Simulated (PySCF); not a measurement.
# C3H5BN2Si: the cost of one run

Computed with PySCF 2.14.0, with density-fitted response routines of our own, on a single molecule in the gas phase. Atoms are numbered from 0 throughout.

### Step 1. The starting structure

12 atoms, charge 0, multiplicity 1; geometry from: GFN2-xTB. The atoms were then displaced at random by about 0.01 Å, so the start is not that level's minimum.

Bonds of the start (Å): N0–C1 1.14, C1–B2 1.52, B2–C3 1.57, C3–N4 1.12, B2–C5 1.52, C5–Si6 1.93, C5–H7 1.08, C5–H8 1.11, Si6–H9 1.46, Si6–H10 1.46, Si6–H11 1.47.

### Step 2. Geometry optimisation at PBE0-D3(BJ)/def2-SVP

Job settings and geometry (Å):

```
{"job": {"xc": "PBE0", "basis": "def2-SVP", "d3": "d3bj", "grid": 1, "shake": 0.01, "kind": "geom"}, "charge": 0, "multiplicity": 1}
N      1.209430     0.299800    -2.986220
C      1.107380     0.092840    -1.869520
B      0.961590    -0.217590    -0.392800
C      2.121940     0.256160     0.544640
N      2.907030     0.595700     1.260870
C     -0.277920    -0.904840     0.165030
Si    -1.541180     0.483970     0.592790
H     -0.755730    -1.559400    -0.551660
H     -0.111560    -1.454450     1.112060
H     -1.874470     1.226880    -0.615000
H     -0.987540     1.368270     1.614270
H     -2.719270    -0.215610     1.116510
```

Launch:

```
OMP_NUM_THREADS=1 python probes_run.py task.json out
```

One launch serves the whole session: the jobs run in the order shown.

**Question.** How long does this first job take on 1 thread of AMD EPYC 7R43, shared host, and how much memory does it need?

About 40 s, with a peak of 0.54 GiB.
